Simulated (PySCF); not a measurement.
# C12H12O2: the cost of one run

Programs: PySCF 2.14.0, with density-fitted response routines of our own. Each step states its level of theory. These are calculated values for one molecule in the gas phase, unless marked as measured. Atoms count from 0, in the outputs and in this text.

### Step 1. Starting geometry

26 atoms, charge 0, multiplicity 1; geometry from: GFN2-xTB.

Bonds of the start (Å): O0–C1 1.40, C1–C2 1.53, C2–O3 1.41, O3–C4 1.37, C4–C5 1.37, C5–C6 1.40, C6–C7 1.36, C7–C8 1.41, C8–C9 1.41, C9–C10 1.37, C10–C11 1.40, C11–C12 1.37, C12–C13 1.41, C13–C4 1.43, C13–C8 1.42, O0–H14 0.97, C1–H15 1.10, C1–H16 1.09, C2–H17 1.10, C2–H18 1.09, C5–H19 1.08, C6–H20 1.08, C7–H21 1.08, C9–H22 1.08, C10–H23 1.08, C11–H24 1.08, C12–H25 1.08.

### Step 2. Optimising the geometry at PBE0-D3(BJ)/def2-SVP

The job: settings as JSON, then the geometry in Å.

```
{"job": {"xc": "PBE0", "basis": "def2-SVP", "d3": "d3bj", "grid": 1, "kind": "geom"}, "charge": 0, "multiplicity": 1}
O      3.891170     0.480840     0.913870
C      3.145100     1.587230     0.478370
C      2.466180     1.310200    -0.869580
O      1.492750     0.293660    -0.762200
C      0.247150     0.588790    -0.285410
C     -0.183250     1.833080     0.104110
C     -1.494110     2.016940     0.570170
C     -2.369510     0.973640     0.645990
C     -1.965840    -0.319570     0.251290
C     -2.841810    -1.423390     0.305430
C     -2.429400    -2.668440    -0.079600
C     -1.118510    -2.868640    -0.535110
C     -0.245140    -1.818490    -0.603850
C     -0.643630    -0.523700    -0.216710
H      3.320720    -0.297180     0.872120
H      2.388090     1.856170     1.229400
H      3.850470     2.414090     0.371940
H      2.044100     2.228360    -1.291930
H      3.211380     0.910160    -1.563420
H      0.468770     2.691820     0.064180
H     -1.797210     3.008680     0.871910
H     -3.376330     1.120580     1.008080
H     -3.851250    -1.262550     0.656680
H     -3.110160    -3.506120    -0.036480
H     -0.803580    -3.858290    -0.832360
H      0.763640    -1.961390    -0.958580
```

Q: Estimate the wall time of this first job on 8 threads of Intel Xeon Platinum 8488C (Sapphire Rapids), shared host.

About 5.8 min.
